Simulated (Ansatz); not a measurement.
Zr2Zn2N3:

```
Zr Zn N
1.0
     3.22041    0.00000    0.00000
    -1.61020    2.78895    0.00000
     0.00000    0.00000   10.27858
Zr Zn N
2 2 3
Direct
  0.33333 0.66667 0.13500
  0.66667 0.33333 0.86500
  0.66667 0.33333 0.59218
  0.33333 0.66667 0.40782
  0.00000 0.00000 0.00000
  0.66667 0.33333 0.25182
  0.33333 0.66667 0.74818
```

The cell comes from a database or a generator and needn't be the stable form of this composition.

Base run:

```yaml
Program: Ansatz 0.2.0
Functional: PBE
Potentials_or_basis: Ansatz PAW
Cutoff: 420 eV
Density_cutoff: 1680 eV
k_mesh: 10 × 10 × 3
Occupations: gaussian, width 0.1 eV
Spin: no spin polarisation
```

Its results: band gap on the k mesh none (metal or under the smearing width); pressure -2.5 GPa; largest force 0.199 eV/Å.

The run is repeated on the same cell with these changes: functional from PBE to LDA; occupations from gaussian, width 0.1 eV to gaussian, width 0.02 eV. What comes out?

Band gap on the k mesh none (metal or under the smearing width); pressure -12.5 GPa; largest force 0.366 eV/Å.

Caveats: the PAW data sets come from PBE, with cores solved anew for the run's functional, which leaves a small shift of forces and pressure (some runs).

Not every run made on this cell is shown here.
